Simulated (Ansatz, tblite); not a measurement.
**Te(CN)2 (C₂N₂Te): rung by rung**

An exercise on one series of results from a longer session: the logs are not shown, and one member is left open.

Computed with Ansatz 0.2.0, Gaussian basis. Level: as each input shows.

Plan: GFN1-xTB, GFN2-xTB, PBE-D4/def2-TZVP, r2SCAN-D4/def2-TZVP, PBE-QIDH/def2-TZVP, BHLYP-D4/def2-TZVP, LDA/def2-TZVP, HF/def2-TZVP, r2SCAN0-D4/def2-TZVP, BLYP-D4/def2-TZVP, r2SCANh-D4/def2-TZVP, PBE-D4/def2-SVP, PBE0-D4/def2-SVP, PBE0-D4/def2-TZVPD, PBE-D4/def2-TZVPD, r2SCAN-D4/def2-TZVPD, CCSD(T)/def2-TZVPP, MP2/def2-TZVP, RPA/def2-TZVP.

3 further runs of the same task are left out: 1 that didn't finish, 2 set aside as unsound or not needed. Runs told in other sessions of the task aren't counted.

### The geometry

The geometry is that of the singlet, from an earlier relaxation (B3LYP-D4/def2-SVP).

5 atoms, charge 0, spin multiplicity 1.

Bond lengths: Te1–C2 2.067 Å, Te1–C4 2.067 Å, C2–N3 1.162 Å, C4–N5 1.162 Å. Angles: C2–Te1–C4 94.0°, Te1–C2–N3 175.8°, Te1–C4–N5 175.8°.

Geometry (Å):

```mol
C2N2Te
  3D, bonds by distance, orders not assigned

  5  4  0  0  0  0  0  0  0  0999 V2000
   -0.3225    0.0064   -1.3820 Te  0  0
    1.4690    0.0485   -0.3524 C   0  0
    2.5160    0.0743    0.1517 N   0  0
   -1.4734   -0.0484    0.3338 C   0  0
   -2.1891   -0.0808    1.2490 N   0  0
  1  2  8  0
  1  4  8  0
  2  3  8  0
  4  5  8  0
M  END
```

Te takes a core potential in the def2 sets. No spin-orbit coupling is included.

PBE0-D4/def2-TZVP was run before; its log isn't repeated, and its numbers join the tables.

The first run:

Tight binding, by tblite at 300 K electronic temperature and without a spin-polarisation term:

```python
tblite.interface.Calculator('GFN1-xTB', numbers, positions, charge=0, uhf=0).singlepoint()
```

Tight binding, by tblite at 300 K electronic temperature and without a spin-polarisation term:

```python
tblite.interface.Calculator('GFN2-xTB', numbers, positions, charge=0, uhf=0).singlepoint()
```

start.molden holds the orbitals of an earlier run on this state, given as this run's starting guess.

File in.yaml:

```yaml
crystal:
  periodic: [false, false, false]
  atoms:
    - {symbol: Te, position_ang: [-0.322506, 0.006434, -1.381991]}
    - {symbol: C, position_ang: [1.469040, 0.048514, -0.352441]}
    - {symbol: N, position_ang: [2.515998, 0.074264, 0.151703]}
    - {symbol: C, position_ang: [-1.473410, -0.048439, 0.333756]}
    - {symbol: N, position_ang: [-2.189132, -0.080773, 1.248983]}
basis:
  gaussian: {orbitals: def2-TZVP, initial_orbitals: start.molden}
hamiltonian: {xc: pbe, dispersion: d4}
scf: {omitted_lower_state_checks: [starts]}
output: {forces: true, orbitals: {seedname: orbitals}}
```

The run is started by

```
ansatz run in.yaml --threads 4 --pin off --events-out ev --progress --plain --max-ram 3916MiB
```

Among the steps run: PBE-D4/def2-TZVP; r2SCAN-D4/def2-TZVP; PBE-QIDH/def2-TZVP; BHLYP-D4/def2-TZVP; LDA/def2-TZVP; HF/def2-TZVP; r2SCAN0-D4/def2-TZVP; BLYP-D4/def2-TZVP; r2SCANh-D4/def2-TZVP; PBE-D4/def2-SVP; PBE0-D4/def2-SVP; PBE0-D4/def2-TZVPD; PBE-D4/def2-TZVPD; r2SCAN-D4/def2-TZVPD; CCSD(T)/def2-TZVPP; MP2/def2-TZVP; RPA/def2-TZVP.

One of the session's tables, all rows but one given; the rest of the session is left out.

It belongs to the step «Levels side by side». 

```
               level  HOMO (eV)  LUMO (eV)  gap (eV)
        HF/def2-TZVP     -10.42       0.34     10.75
       LDA/def2-TZVP      -7.16      -3.96      3.20
     PBE-D4/def2-SVP      -6.79      -3.52      3.26
    PBE-D4/def2-TZVP      -6.95      -3.72      3.23
   PBE-D4/def2-TZVPD      -6.97      -3.74      3.22
   BLYP-D4/def2-TZVP      -6.78      -3.62      3.16
 r2SCAN-D4/def2-TZVP      -7.21      -3.63      3.59
r2SCAN-D4/def2-TZVPD      -7.22      -3.64      3.58
r2SCANh-D4/def2-TZVP      -7.61      -3.32      4.29
    PBE0-D4/def2-SVP      -7.92      -2.75      5.17
   PBE0-D4/def2-TZVP          ?          ?         ?
  PBE0-D4/def2-TZVPD      -8.05      -2.93      5.12
r2SCAN0-D4/def2-TZVP      -8.22      -2.86      5.35
  BHLYP-D4/def2-TZVP      -8.98      -2.02      6.96
```

**Question.** Estimate the row for PBE0-D4/def2-TZVP.

**Answer.** HOMO (eV): -8.04; LUMO (eV): -2.91; gap (eV): 5.13. In the column «HOMO (eV)» it lies between PBE0-D4/def2-TZVPD (-8.05) and PBE0-D4/def2-SVP (-7.92).
